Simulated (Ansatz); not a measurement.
# CH7BSSi: how energies converge with the basis set

Aim: see how fast density functionals converge with the basis set for CH7BSSi.

Method: one geometry, several basis sets; program: Ansatz 0.2.0, Gaussian basis.

Levels to be run: PBE0-D4/def2-SVP; ωB97M-V/def2-SVP; PBE0-D4/def2-QZVPP; ωB97M-V/def2-QZVPP; the functionals' def2-TZVPP values are taken from earlier runs.

### Step 1. Structure used throughout

The geometry comes from an earlier relaxation with PBE0-D4 in a triple-zeta def2 set; it is a stationary point, not always the lowest conformer.

11 atoms, charge 0, spin multiplicity 1.

Atoms are counted from 1 here; the program's logs count them from 0.

Bond lengths: B1–Si2 1.963 Å, B1–S3 2.004 Å, B1–H5 1.197 Å, B1–H6 1.196 Å, Si2–S3 2.235 Å, Si2–H7 1.484 Å, Si2–H8 1.486 Å, S3–C4 1.808 Å, C4–H9 1.090 Å, C4–H10 1.089 Å, C4–H11 1.089 Å. Angles: Si2–B1–S3 68.6°, Si2–B1–H5 115.0°, Si2–B1–H6 120.0°, S3–B1–H5 108.2°, S3–B1–H6 110.5°, H5–B1–H6 120.8°, B1–Si2–S3 56.6°, B1–Si2–H7 124.5°, B1–Si2–H8 125.7°, S3–Si2–H7 107.4°, S3–Si2–H8 105.2°, H7–Si2–H8 109.6°, B1–S3–Si2 54.9°, B1–S3–C4 102.7°, Si2–S3–C4 101.0°, S3–C4–H9 107.7°, S3–C4–H10 109.2°, S3–C4–H11 110.2° and more.

### Step 2. PBE0-D4 in def2-SVP

Input file in.yaml:

```yaml
crystal:
  periodic: [false, false, false]
  atoms:
    - {symbol: B, position_ang: [-0.805066, 1.305454, 0.078181]}
    - {symbol: Si, position_ang: [0.472996, 0.792116, -1.320624]}
    - {symbol: S, position_ang: [0.738447, 0.278032, 0.837789]}
    - {symbol: C, position_ang: [0.109692, -1.416939, 0.869902]}
    - {symbol: H, position_ang: [-0.718892, 2.439306, 0.451940]}
    - {symbol: H, position_ang: [-1.822585, 0.691359, 0.212202]}
    - {symbol: H, position_ang: [1.642891, 1.608976, -1.730219]}
    - {symbol: H, position_ang: [0.498179, -0.509415, -2.037805]}
    - {symbol: H, position_ang: [-0.369977, -1.574651, 1.835470]}
    - {symbol: H, position_ang: [0.941304, -2.109433, 0.747686]}
    - {symbol: H, position_ang: [-0.621589, -1.561806, 0.076178]}
basis:
  gaussian: {orbitals: def2-SVP}
hamiltonian: {xc: pbe0, dispersion: d4}
output: {orbitals: {seedname: orbitals}}
```

Command:

```bash
> ansatz run in.yaml --threads 2 --pin off --events-out ev --progress --plain --max-ram 4352MiB
```

Further steps of the session: ωB97M-V in def2-SVP; PBE0-D4 in def2-QZVPP; ωB97M-V in def2-QZVPP.

Q: Predict the results of all the runs planned. Wanted: PBE0-D4: double and triple zeta above quadruple; ωB97M-V: double and triple zeta above quadruple.

**Answer**, as computed:

| quantity | value |
| --- | --- |
| PBE0-D4: double and triple zeta above quadruple | 9.25, 0.70 eV |
| ωB97M-V: double and triple zeta above quadruple | 9.36, 0.66 eV |

What this shows: For PBE0-D4 the step from double to triple zeta gains 8.55 eV and the next only 0.70 eV. These are total energies; as a rule much of such shifts cancels in differences, which this series doesn't test. The LUMO of ωB97M-V is positive and keeps falling with the basis (1.42 to 0.83 eV): an unbound level that the basis holds in place.
